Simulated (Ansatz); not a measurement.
# Nb: a surface, (110), 1 layers

Aim: cut a slab of Nb (110), 1 layers from the relaxed bulk, relax it, and get surface energy and work function. The runs shown use PAW. Its runs: bulk cell relaxed (PAW); bulk in the slab's orientation (PAW); the reference run (PAW); field of 0.3 V/Å along the normal (PAW).

Computed with Ansatz 0.2.0 (DFT, PBE, PAW with Ansatz's default frozen-core files, scalar-relativistic, unless a step's input says otherwise).

### 1 Starting point

Symmetry: Im-3m, No. 229, cubic system. Conventional cell: a = 3.310 Å, b = 3.310 Å, c = 3.310 Å, α = 90.00°, β = 90.00°, γ = 90.00°. Nb (site symmetry m-3m) has 8 Nb at 2.87 Å in its first shell of neighbours.

As a file:

```
CELL_PARAMETERS angstrom
-1.65481 1.65481 1.65481
1.65481 -1.65481 1.65481
1.65481 1.65481 -1.65481
ATOMIC_POSITIONS crystal
Nb 0.00000 0.00000 0.00000
```

### 2 Bulk cell relaxed, PAW

The input, input.yaml:

```yaml
crystal:
  lattice:
    - [-1.6548069191, 1.6548069191, 1.6548069191]
    - [1.6548069191, -1.6548069191, 1.6548069191]
    - [1.6548069191, 1.6548069191, -1.6548069191]
  atoms:
    - { symbol: Nb, position: [0.0, 0.0, 0.0] }
kpoints:
  mp_grid: { grid: [18, 18, 18] }
scf:
  occupations: { method: fermi_dirac, width: 0.08 }
hamiltonian:
  xc: pbe
  pseudopotentials: { kind: paw }
output:
  forces: true
  stress: true
relax:
  f_tol: 0.005
  max_steps: 40
  cell: {}
```

Started as:

```bash
$ ansatz run input.yaml --threads 1 --pin off --max-ram 3584MiB --backend cpu --events-out ev --progress --plain --runs-dir out
```

After this run come: Bulk in the slab's orientation, PAW; Slab as cut, PAW; Field of 0.3 V/Å along the normal, PAW.

Q: Predict the outcome of this session. Wanted: surface energy; work function.

**Answer**, as computed:

| quantity | value |
| --- | --- |
| surface energy (PAW, cut) | 2.64 J/m² |
| work function (PAW, cut) | 4.60 eV |

What this shows: The field of 0.3 V/Å along the normal induces a dipole of 0.058 e·Å per cell (PAW). Thickness wasn't converged, and no reconstruction was sought.
